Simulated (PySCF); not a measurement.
# A gas-phase reaction: H5InP2 + ClH → ClH4InP2 + H2

Wanted: the reaction energy for `[PH2][InH][PH2]` + `Cl` → `[PH2][In]([PH2])[Cl]` + `[H][H]`.

Computed with PySCF 2.14.0; each step states its level. No surroundings beyond the atoms listed, unless a continuum is named. Atoms count from 0, parts from 1.

## 1. The system as given

Each species was relaxed by itself at PBE0-D3(BJ)/def2-SVPD.

## 2. Energies of the species: wB97M-D3(BJ)/def2-TZVPD

The job: settings as JSON, then the geometry in Å.

```
{"job": {"kind": "react", "xc": "wB97M-D3(BJ)", "basis": "def2-TZVPD"}, "charge": 0, "multiplicity": 1}
-1 H5InP2 charge 0 multiplicity 1
P     -0.369860    -2.081170    -0.647800
In     0.785610    -0.024210     0.215710
P     -0.544980     2.099360     0.396060
H      0.098440    -2.914600     0.415410
H     -1.610610    -1.776820    -0.007370
H      2.455060    -0.070290     0.673430
H      0.457390     2.901850    -0.232800
H     -1.270870     1.865940    -0.812540

-1 ClH charge 0 multiplicity 1
Cl     0.644570    -0.003630    -0.012970
H     -0.643350     0.005190     0.013460

+1 ClH4InP2 charge 0 multiplicity 1
P     -2.074770     0.265230    -1.117160
In    -0.012960    -0.428940     0.114720
P      2.094250     0.692490     0.858720
Cl    -0.061360    -2.737220     0.736730
H     -2.119880     1.536620    -0.461850
H     -2.909830    -0.372910    -0.147710
H      2.203520     1.442270    -0.355140
H      2.880920    -0.397480     0.371760

+1 H2 charge 0 multiplicity 1
H      0.379580    -0.008780    -0.021720
H     -0.379580     0.008780     0.021720
```

Level: wB97M-D3(BJ)/def2-TZVPD reaction energy of separated species, gas phase.

The run is started by

```
OMP_NUM_THREADS=1 python cluster_run.py task.json out
```

This one command runs all jobs of the session in turn.

Output:

```text
species 1 (H5InP2)
coarse grid: 33272 points
cycle   1  E = -875.1026484255  dE = -3.222e+01  |g| = 1.984e+00  |ddm| = 4.600e+01
cycle   2  E = -875.0951440557  dE =  7.504e-03  |g| = 2.325e+00  |ddm| = 6.908e+00
cycle   3  E = -875.9736361941  dE = -8.785e-01  |g| = 1.023e-01  |ddm| = 2.378e+00
cycle   4  E = -875.9787521740  dE = -5.116e-03  |g| = 3.441e-02  |ddm| = 2.079e-01
cycle   5  E = -875.9794078807  dE = -6.557e-04  |g| = 1.000e-02  |ddm| = 7.248e-02
cycle   6  E = -875.9795219456  dE = -1.141e-04  |g| = 3.080e-03  |ddm| = 3.234e-02
cycle   7  E = -875.9795351865  dE = -1.324e-05  |g| = 1.206e-03  |ddm| = 9.694e-03
cycle   8  E = -875.9795374777  dE = -2.291e-06  |g| = 3.518e-04  |ddm| = 4.255e-03
final grid: 64760 points
cycle   9  E = -875.9795668203  dE = -2.792e-07  |g| = 1.956e-04  |ddm| = 4.376e-03
cycle  10  E = -875.9795668822  dE = -6.188e-08  |g| = 9.889e-05  |ddm| = 8.240e-04
cycle  11  E = -875.9795669036  dE = -2.146e-08  |g| = 4.909e-05  |ddm| = 4.032e-04
cycle  12  E = -875.9795669069  dE = -3.232e-09  |g| = 9.359e-06  |ddm| = 1.624e-04
cycle  13  E = -875.9795669070  dE = -1.355e-10  |g| = 2.781e-06  |ddm| = 3.824e-05
converged SCF energy = -875.9795669070

species 2 (ClH)
coarse grid: 8792 points
cycle   1  E = -460.8503331253  dE = -8.165e-02  |g| = 2.169e-01  |ddm| = 7.239e-01
cycle   2  E = -460.8625127240  dE = -1.218e-02  |g| = 1.397e-01  |ddm| = 2.651e-01
cycle   3  E = -460.8670521901  dE = -4.539e-03  |g| = 1.358e-02  |ddm| = 9.818e-02
cycle   4  E = -460.8670932738  dE = -4.108e-05  |g| = 3.364e-03  |ddm| = 9.545e-03
cycle   5  E = -460.8670995224  dE = -6.249e-06  |g| = 8.516e-04  |ddm| = 3.915e-03
final grid: 17120 points
cycle   6  E = -460.8670681545  dE = -3.714e-07  |g| = 3.675e-04  |ddm| = 8.885e-04
cycle   7  E = -460.8670682007  dE = -4.626e-08  |g| = 1.617e-04  |ddm| = 3.980e-04
cycle   8  E = -460.8670682073  dE = -6.569e-09  |g| = 4.219e-05  |ddm| = 1.295e-04
cycle   9  E = -460.8670682086  dE = -1.314e-09  |g| = 3.963e-06  |ddm| = 6.530e-05
cycle  10  E = -460.8670682086  dE = -3.752e-12  |g| = 8.161e-07  |ddm| = 3.307e-06
converged SCF energy = -460.8670682086

species 3 (ClH4InP2)
coarse grid: 37120 points
cycle   1  E = -1334.8548595605  dE = -3.216e+01  |g| = 1.975e+00  |ddm| = 4.599e+01
cycle   2  E = -1334.8650111569  dE = -1.015e-02  |g| = 2.248e+00  |ddm| = 7.133e+00
cycle   3  E = -1335.7117032333  dE = -8.467e-01  |g| = 9.846e-02  |ddm| = 2.419e+00
cycle   4  E = -1335.7161584915  dE = -4.455e-03  |g| = 4.353e-02  |ddm| = 2.100e-01
cycle   5  E = -1335.7168208447  dE = -6.624e-04  |g| = 1.165e-02  |ddm| = 7.042e-02
cycle   6  E = -1335.7169437329  dE = -1.229e-04  |g| = 4.061e-03  |ddm| = 3.782e-02
cycle   7  E = -1335.7169610715  dE = -1.734e-05  |g| = 1.354e-03  |ddm| = 1.285e-02
cycle   8  E = -1335.7169632389  dE = -2.167e-06  |g| = 4.792e-04  |ddm| = 4.086e-03
final grid: 71136 points
cycle   9  E = -1335.7170301023  dE = -3.368e-07  |g| = 2.979e-04  |ddm| = 4.631e-03
cycle  10  E = -1335.7170301718  dE = -6.948e-08  |g| = 2.065e-04  |ddm| = 8.954e-04
cycle  11  E = -1335.7170301902  dE = -1.843e-08  |g| = 7.364e-05  |ddm| = 3.021e-04
cycle  12  E = -1335.7170302014  dE = -1.123e-08  |g| = 2.145e-05  |ddm| = 3.213e-04
cycle  13  E = -1335.7170302019  dE = -5.080e-10  |g| = 6.251e-06  |ddm| = 6.781e-05
converged SCF energy = -1335.7170302019

species 4 (H2)
coarse grid: 4944 points
cycle   1  E = -1.1694181215  dE = -2.751e-01  |g| = 9.862e-03  |ddm| = 4.504e-01
cycle   2  E = -1.1694523585  dE = -3.424e-05  |g| = 1.161e-03  |ddm| = 9.676e-03
cycle   3  E = -1.1694530407  dE = -6.822e-07  |g| = 1.815e-04  |ddm| = 1.918e-03
final grid: 10744 points
cycle   4  E = -1.1694520201  dE = -2.398e-08  |g| = 4.107e-05  |ddm| = 3.864e-04
cycle   5  E = -1.1694520214  dE = -1.265e-09  |g| = 9.609e-06  |ddm| = 9.157e-05
cycle   6  E = -1.1694520215  dE = -7.496e-11  |g| = 3.020e-07  |ddm| = 2.866e-05
converged SCF energy = -1.1694520215

Reaction energy = -25.445 kcal/mol
```

Wall time 34 s (1 thread of Arm Neoverse V2, shared host); peak memory 0.81 GiB.

Species by species (with the dispersion term, which the log's SCF energies lack):

| ν | species | energy (Eh) | HOMO (eV) |
| --- | --- | --- | --- |
| -1 | [PH2][InH][PH2] | -875.98676 | -8.85 |
| -1 | Cl | -460.86761 | -11.93 |
| +1 | [PH2][In]([PH2])[Cl] | -1335.72525 | -9.26 |
| +1 | [H][H] | -1.16967 | -14.48 |

## 3. Energies of the species: PBE0-D3(BJ)/def2-TZVPD

Same as in step 2 but for these lines:

```diff
@@ -1,2 +1,2 @@
-{"job": {"kind": "react", "xc": "wB97M-D3(BJ)", "basis": "def2-TZVPD"}, "charge": 0, "multiplicity": 1}
+{"job": {"kind": "react", "xc": "PBE0", "basis": "def2-TZVPD", "disp": "d3bj"}, "charge": 0, "multiplicity": 1}
 -1 H5InP2 charge 0 multiplicity 1
```

With the program's defaults for keys left out, this is: PBE0-D3(BJ)/def2-TZVPD reaction energy of separated species, gas phase.

Output:

```text
species 1 (H5InP2)
coarse grid: 33272 points
cycle   1  E = -874.1885386396  dE = -3.152e+01  |g| = 2.401e+00  |ddm| = 4.588e+01
cycle   2  E = -833.3309098769  dE =  4.086e+01  |g| = 8.010e+00  |ddm| = 5.106e+01
cycle   3  E = -875.4183690286  dE = -4.209e+01  |g| = 8.493e-01  |ddm| = 5.059e+01
cycle   4  E = -875.5901350098  dE = -1.718e-01  |g| = 2.794e-01  |ddm| = 1.801e+00
cycle   5  E = -875.6073513288  dE = -1.722e-02  |g| = 9.774e-02  |ddm| = 2.879e-01
cycle   6  E = -875.6095814405  dE = -2.230e-03  |g| = 2.673e-02  |ddm| = 9.851e-02
cycle   7  E = -875.6097206969  dE = -1.393e-04  |g| = 6.621e-03  |ddm| = 3.685e-02
cycle   8  E = -875.6097377959  dE = -1.710e-05  |g| = 1.180e-03  |ddm| = 1.293e-02
cycle   9  E = -875.6097383232  dE = -5.273e-07  |g| = 3.188e-04  |ddm| = 1.985e-03
final grid: 64760 points
cycle  10  E = -875.6097080866  dE = -5.149e-08  |g| = 2.925e-04  |ddm| = 2.353e-03
cycle  11  E = -875.6097080887  dE = -2.127e-09  |g| = 2.813e-04  |ddm| = 7.884e-04
cycle  12  E = -875.6097081100  dE = -2.123e-08  |g| = 2.806e-05  |ddm| = 3.649e-04
cycle  13  E = -875.6097081102  dE = -2.135e-10  |g| = 5.138e-06  |ddm| = 3.653e-05
converged SCF energy = -875.6097081102

species 2 (ClH)
coarse grid: 2248 points
cycle   1  E = -460.6537831862  dE = -4.644e-02  |g| = 1.882e-01  |ddm| = 7.411e-01
cycle   2  E = -460.6558518910  dE = -2.069e-03  |g| = 1.902e-01  |ddm| = 3.151e-01
cycle   3  E = -460.6653808885  dE = -9.529e-03  |g| = 1.506e-02  |ddm| = 1.513e-01
cycle   4  E = -460.6654029457  dE = -2.206e-05  |g| = 2.693e-03  |ddm| = 7.323e-03
cycle   5  E = -460.6654044935  dE = -1.548e-06  |g| = 1.111e-03  |ddm| = 2.553e-03
final grid: 17120 points
cycle   6  E = -460.6658902735  dE = -4.428e-06  |g| = 2.164e-03  |ddm| = 7.332e-03
cycle   7  E = -460.6658903029  dE = -2.936e-08  |g| = 1.795e-03  |ddm| = 2.512e-03
cycle   8  E = -460.6658909210  dE = -6.181e-07  |g| = 1.533e-04  |ddm| = 1.363e-03
cycle   9  E = -460.6658909279  dE = -6.902e-09  |g| = 2.145e-05  |ddm| = 1.086e-04
cycle  10  E = -460.6658909280  dE = -9.805e-11  |g| = 4.934e-06  |ddm| = 1.680e-05
converged SCF energy = -460.6658909280

species 3 (ClH4InP2)
coarse grid: 37120 points
cycle   1  E = -1333.7502234261  dE = -3.147e+01  |g| = 2.409e+00  |ddm| = 4.589e+01
cycle   2  E = -1293.1199108185  dE =  4.063e+01  |g| = 8.561e+00  |ddm| = 4.114e+01
cycle   3  E = -1335.0577736384  dE = -4.194e+01  |g| = 6.123e-01  |ddm| = 4.046e+01
cycle   4  E = -1335.1380619049  dE = -8.029e-02  |g| = 2.118e-01  |ddm| = 1.596e+00
cycle   5  E = -1335.1477836279  dE = -9.722e-03  |g| = 5.013e-02  |ddm| = 2.705e-01
cycle   6  E = -1335.1482923522  dE = -5.087e-04  |g| = 1.496e-02  |ddm| = 6.384e-02
cycle   7  E = -1335.1483425988  dE = -5.025e-05  |g| = 4.999e-03  |ddm| = 2.062e-02
cycle   8  E = -1335.1483507235  dE = -8.125e-06  |g| = 6.908e-04  |ddm| = 8.448e-03
final grid: 71136 points
cycle   9  E = -1335.1483710153  dE = -7.657e-08  |g| = 6.608e-04  |ddm| = 2.583e-03
cycle  10  E = -1335.1483709982  dE =  1.712e-08  |g| = 6.986e-04  |ddm| = 1.539e-03
cycle  11  E = -1335.1483711234  dE = -1.252e-07  |g| = 8.422e-05  |ddm| = 7.443e-04
cycle  12  E = -1335.1483711250  dE = -1.522e-09  |g| = 8.867e-06  |ddm| = 1.102e-04
cycle  13  E = -1335.1483711250  dE = -1.637e-11  |g| = 3.839e-06  |ddm| = 1.377e-05
converged SCF energy = -1335.1483711250

species 4 (H2)
coarse grid: 1240 points
cycle   1  E = -1.1670647278  dE = -2.327e-01  |g| = 2.266e-02  |ddm| = 4.588e-01
cycle   2  E = -1.1672521824  dE = -1.875e-04  |g| = 3.233e-03  |ddm| = 1.897e-02
cycle   3  E = -1.1672566387  dE = -4.456e-06  |g| = 9.768e-05  |ddm| = 2.761e-03
final grid: 10744 points
cycle   4  E = -1.1681370995  dE = -1.917e-06  |g| = 2.728e-04  |ddm| = 1.558e-03
cycle   5  E = -1.1681371276  dE = -2.811e-08  |g| = 3.981e-05  |ddm| = 2.444e-04
cycle   6  E = -1.1681371282  dE = -6.282e-10  |g| = 1.242e-06  |ddm| = 3.089e-05
converged SCF energy = -1.1681371282

Reaction energy = -26.452 kcal/mol
```

Wall time 18 s (1 thread of Arm Neoverse V2, shared host); peak memory 0.71 GiB.

Reaction energy at this level: -26.45 kcal/mol.

## 4. Comparing the runs

Energies in kcal/mol, with wall time:

| run | reaction | time |
| --- | --- | --- |
| wB97M-D3(BJ)/def2-TZVPD | -25.45 | 34 s |
| PBE0-D3(BJ)/def2-TZVPD | -26.45 | 18 s |

## 5. Summary of results

| quantity | value |
| --- | --- |
| reaction energy (wB97M-D3(BJ)/def2-TZVPD) | -25.45 kcal/mol |
| ΔH, ΔG at 298 K (xTB thermal terms) | -25.0, -23.1 kcal/mol |
| range of the reaction energy over the runs of this table | -26.45 to -25.45 kcal/mol |

**Reading.** The reaction is exothermic by 25.0 kcal/mol in the gas phase; dispersion gives -0.44, and xTB itself gave -35.28 for the electronic energy (xTB energies and thermal terms come from the earlier relaxation of each species, not shown). No barrier was sought. The reaction energy runs from -26.45 (PBE0-D3(BJ)/def2-TZVPD) to -25.45 kcal/mol (wB97M-D3(BJ)/def2-TZVPD).
